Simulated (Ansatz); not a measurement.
# GeH₂O (singlet): the correlation ladder at a displaced geometry (v2), cc-pVDZ

How much of the correlation energy of GeH₂O (singlet) does each wave-function method recover here?

Method: cc-pVDZ, core rule «outside noble gas», up to 15 orbitals frozen; program: Ansatz 0.2.0, Gaussian basis.

Plan: UHF; CCSD(T) on RHF; BCCD(T) on RHF; CISD; CCSDT(Q) on RHF.

23 further runs of the same task are left out: 9 for a known fault of the program, 6 that didn't finish, 8 set aside as unsound or not needed.

### 1 What is computed

The geometry is a PBE0/def2-TZVP stationary point (not a proven minimum) with its atoms shifted at random (size 0.100 Å). No spin-orbit coupling is included. The filled d shell of Ge may be among the frozen orbitals whatever the setting's name suggests; the logs give the count.

4 atoms, charge 0, spin multiplicity 1.

Atoms are counted from 1 here; the program's logs count them from 0.

Bond lengths: Ge1–O2 1.788 Å, Ge1–H3 1.578 Å, O2–H4 1.048 Å. Angles: O2–Ge1–H3 92.0°, Ge1–O2–H4 107.3°.

### 2 UHF

in.yaml reads:

```yaml
crystal:
  periodic: [false, false, false]
  atoms:
    - {symbol: Ge, position_ang: [0.030136, -0.045382, 0.333881]}
    - {symbol: O, position_ang: [-0.134738, 0.159844, -1.434293]}
    - {symbol: H, position_ang: [-0.058117, 1.511495, 0.577708]}
    - {symbol: H, position_ang: [0.024991, -0.778150, -1.872692]}
basis:
  gaussian: {orbitals: cc-pVDZ}
magnetization: {spin_polarized: true, initial_magnetization: 0}
hamiltonian: {xc: hf}
output: {orbitals: {seedname: orbitals}}
```

The run is started by

```console
> ansatz run in.yaml --threads 1 --pin off --events-out ev --progress --plain --max-ram 2393MiB
```

Further steps of the session: CCSD(T) on RHF; BCCD(T) on RHF; CISD; CCSDT(Q) on RHF.

Q: Predict the results of all the runs planned. Wanted: RCCSDT(Q) below the RHF energy; RMP2 from RCCSDT(Q); RCCSD from RCCSDT(Q); RCCSD(T) from RCCSDT(Q); T1 diagnostic.

**Answer**, as computed:

| quantity | value |
| --- | --- |
| RCCSDT(Q) below the RHF energy | -8.3924 eV |
| RMP2 from RCCSDT(Q) | +822.0 meV |
| RCCSD from RCCSDT(Q) | +262.5 meV |
| RCCSD(T) from RCCSDT(Q) | +46.5 meV |
| levels within 1 kcal/mol (43 meV) | BCCD(T), RCCSDT |
| T1 diagnostic | 0.022 |

RCCSD(T) misses by +46.5 meV, 0.6 % of the correlation energy. These misses are within one basis, not against nature.
